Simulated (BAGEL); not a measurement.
# HF/3-21G (density fitting with qzvpp-jkfit) run of C2H3NOSi (SMILES N#C[SiH2]C=O)

What is the vertical singlet–triplet gap of C2H3NOSi at HF/3-21G (density fitting with qzvpp-jkfit)? 

The results are computed with BAGEL 1.2.2.

## 1. Starting point

C2H3NOSi has 8 atoms, charge 0, and is taken as a singlet. SMILES: `N#C[SiH2]C=O`. Geometry: relaxed at GFN2-xTB. This is one conformer, not always the lowest.

Bond lengths: N1–C2 1.146 Å, C2–Si3 1.867 Å, Si3–C4 1.925 Å, C4–O5 1.203 Å, Si3–H6 1.463 Å, Si3–H7 1.457 Å, C4–H8 1.112 Å. Angles: N1–C2–Si3 179.8°, C2–Si3–C4 103.9°, Si3–C4–O5 123.3°, C2–Si3–H6 107.0°, C2–Si3–H7 109.2°, C4–Si3–H6 108.5°, C4–Si3–H7 111.4°, Si3–C4–H8 117.3°, O5–C4–H8 119.4°, H6–Si3–H7 116.1°.

## 2. A single-point energy at HF/3-21G (density fitting with qzvpp-jkfit)

input.json

```json
{ "bagel": [

{
  "title": "molecule",
  "basis": "3-21g",
  "df_basis": "qzvpp-jkfit",
  "angstrom": "true",
  "geometry": [
    { "atom": "N", "xyz": [   -1.618340,   -1.453970,    1.783830 ] },
    { "atom": "C", "xyz": [   -0.852400,   -0.757080,    1.293620 ] },
    { "atom": "Si", "xyz": [    0.399020,    0.378190,    0.498650 ] },
    { "atom": "C", "xyz": [    0.157160,    0.086150,   -1.388330 ] },
    { "atom": "O", "xyz": [    1.066670,   -0.132910,   -2.144340 ] },
    { "atom": "H", "xyz": [   -0.007570,    1.747870,    0.811940 ] },
    { "atom": "H", "xyz": [    1.736510,   -0.006750,    0.928760 ] },
    { "atom": "H", "xyz": [   -0.881050,    0.138500,   -1.784120 ] }
  ]
},
{ "title": "hf" },
{ "title": "print", "file": "orbitals.molden", "orbitals": "true" }

]}
```

The run is started by

```sh
$ BAGEL_NUM_THREADS=1 BAGEL input.json > input.out
```

What it wrote:

```text
* using 1 threads per process

  ===============================================================
  ===============================================================

  *** Geometry ***

  { "atom" : "N", "xyz" : [     -3.058219,     -2.747605,      3.370950 ] },
  { "atom" : "C", "xyz" : [     -1.610803,     -1.430674,      2.444588 ] },
  { "atom" : "Si", "xyz" : [      0.754039,      0.714676,      0.942312 ] },
  { "atom" : "C", "xyz" : [      0.296989,      0.162800,     -2.623563 ] },
  { "atom" : "O", "xyz" : [      2.015714,     -0.251163,     -4.052215 ] },
  { "atom" : "H", "xyz" : [     -0.014305,      3.302996,      1.534344 ] },
  { "atom" : "H", "xyz" : [      3.281528,     -0.012756,      1.755102 ] },
  { "atom" : "H", "xyz" : [     -1.664943,      0.261727,     -3.371498 ] },

  Number of auxiliary basis functions:      486

  Since a DF basis is specified, we compute 2- and 3-index integrals:
    o Being stored without compression. Storage requirement is 0.012 GB

  Number of basis functions:       55
  Number of electrons      :       44

    * METHOD: MOLECULE                             0.15

  *** RHF ***

  === Nuclear Repulsion ===
   179.8758260419

      * DIIS with orbital gradients will be used.

  === RHF iteration (3-21g) ===
      0       -492.75045756          0.03089727           0.03
      1       -492.82396898          0.02949188           0.03
      2       -492.99783508          0.00235359           0.03
      3       -493.00093733          0.00106499           0.03
      4       -493.00140072          0.00051390           0.03
      5       -493.00152873          0.00018940           0.04
      6       -493.00155502          0.00007322           0.03
      7       -493.00155903          0.00001636           0.03
      8       -493.00155925          0.00000863           0.03
      9       -493.00155930          0.00000601           0.03
     10       -493.00155934          0.00000305           0.04
     11       -493.00155936          0.00000165           0.04
     12       -493.00155937          0.00000056           0.04
     13       -493.00155937          0.00000016           0.04
     14       -493.00155937          0.00000007           0.04
     15       -493.00155937          0.00000003           0.04
     16       -493.00155937          0.00000002           0.03
     17       -493.00155937          0.00000001           0.04
    * SCF iteration converged.

    * Permanent dipole moment:
           (   -0.254492,    -1.014231,    -0.106277) a.u.

    * METHOD: HF                                   0.74

    * METHOD: PRINT                                0.01

  ===============================================================
```

Wall time 1.1 s (1 thread of Arm Neoverse V2, shared host).

## 3. The triplet, same level

input.json

```json
{ "bagel" : [

{
  "title" : "molecule",
  "basis" : "3-21g",
  "df_basis" : "qzvpp-jkfit",
  "angstrom" : true,
  "geometry" : [
    { "atom" : "N", "xyz" : [      -1.618340,      -1.453970,       1.783830 ] },
    { "atom" : "C", "xyz" : [      -0.852400,      -0.757080,       1.293620 ] },
    { "atom" : "Si", "xyz" : [       0.399020,       0.378190,       0.498650 ] },
    { "atom" : "C", "xyz" : [       0.157160,       0.086150,      -1.388330 ] },
    { "atom" : "O", "xyz" : [       1.066670,      -0.132910,      -2.144340 ] },
    { "atom" : "H", "xyz" : [      -0.007570,       1.747870,       0.811940 ] },
    { "atom" : "H", "xyz" : [       1.736510,      -0.006750,       0.928760 ] },
    { "atom" : "H", "xyz" : [      -0.881050,       0.138500,      -1.784120 ] }
  ]
},

{
  "title" : "uhf",
  "charge" : 0,
  "nopen" : 2
},

{
  "title" : "print",
  "file" : "orbitals.molden",
  "orbitals" : true
}

]}
```

The run is started by

```sh
$ BAGEL_NUM_THREADS=1 BAGEL input.json > input.out
```

What it wrote:

```text
* using 1 threads per process

  ===============================================================
  ===============================================================

  *** Geometry ***

  { "atom" : "N", "xyz" : [     -3.058219,     -2.747605,      3.370950 ] },
  { "atom" : "C", "xyz" : [     -1.610803,     -1.430674,      2.444588 ] },
  { "atom" : "Si", "xyz" : [      0.754039,      0.714676,      0.942312 ] },
  { "atom" : "C", "xyz" : [      0.296989,      0.162800,     -2.623563 ] },
  { "atom" : "O", "xyz" : [      2.015714,     -0.251163,     -4.052215 ] },
  { "atom" : "H", "xyz" : [     -0.014305,      3.302996,      1.534344 ] },
  { "atom" : "H", "xyz" : [      3.281528,     -0.012756,      1.755102 ] },
  { "atom" : "H", "xyz" : [     -1.664943,      0.261727,     -3.371498 ] },

  Number of auxiliary basis functions:      486

  Since a DF basis is specified, we compute 2- and 3-index integrals:
    o Being stored without compression. Storage requirement is 0.012 GB

  Number of basis functions:       55
  Number of electrons      :       44

    * METHOD: MOLECULE                             0.15

  *** Open-shell HF ***

  === Nuclear Repulsion ===
   179.8758260419

      * DIIS with orbital gradients will be used.

  === UHF iteration (3-21g) ===
      0       -492.63681847          0.05673057           0.07
      1       -492.74996103          0.05338035           0.07
      2       -492.79274189          0.04951948           0.07
      3       -492.92139444          0.00484757           0.07
      4       -492.92750985          0.00341610           0.07
      5       -492.93198210          0.00140901           0.07
      6       -492.93298849          0.00049405           0.07
      7       -492.93312167          0.00024404           0.07
      8       -492.93316516          0.00013509           0.07
      9       -492.93317969          0.00003936           0.07
     10       -492.93318073          0.00001999           0.07
     11       -492.93318086          0.00001199           0.07
     12       -492.93318095          0.00000739           0.07
     13       -492.93318100          0.00000438           0.07
     14       -492.93318103          0.00000230           0.07
     15       -492.93318104          0.00000143           0.07
     16       -492.93318104          0.00000097           0.07
     17       -492.93318104          0.00000068           0.07
     18       -492.93318104          0.00000044           0.07
     19       -492.93318105          0.00000030           0.07
     20       -492.93318105          0.00000021           0.07
     21       -492.93318105          0.00000013           0.07
     22       -492.93318105          0.00000006           0.07
     23       -492.93318105          0.00000004           0.07
     24       -492.93318105          0.00000003           0.07
     25       -492.93318105          0.00000002           0.07
     26       -492.93318105          0.00000002           0.07
     27       -492.93318105          0.00000002           0.07
     28       -492.93318105          0.00000002           0.07
     29       -492.93318105          0.00000001           0.07
     30       -492.93318105          0.00000001           0.07
     31       -492.93318105          0.00000001           0.08
    * SCF iteration converged.

    * S^2 (UHF) is 2.0123

    * Permanent dipole moment:
           (   -0.495313,    -0.932326,     0.220514) a.u.

    * METHOD: UHF                                  2.29

    * METHOD: PRINT                                0.01

  ===============================================================
```

Run time: 2.7 s. Hardware: 1 thread of Arm Neoverse V2, shared host.

## 4. Outcome

Level: HF/3-21G (density fitting with qzvpp-jkfit).

| quantity | value |
| --- | --- |
| singlet: total energy | -493.00156 Eh |
| singlet: dipole moment | 2.67 D |
| singlet: HOMO energy | -11.06 eV |
| singlet: LUMO energy | 2.50 eV |
| singlet: HOMO–LUMO gap | 13.56 eV |
| triplet: total energy | -492.93318 Eh |
| triplet: dipole moment | 2.74 D |
| triplet: ⟨S²⟩ | 2.012 |
| vertical energy of the triplet above the singlet | 1.861 eV |

In words: At this shape the triplet lies 1.86 eV (180 kJ/mol) above the singlet.
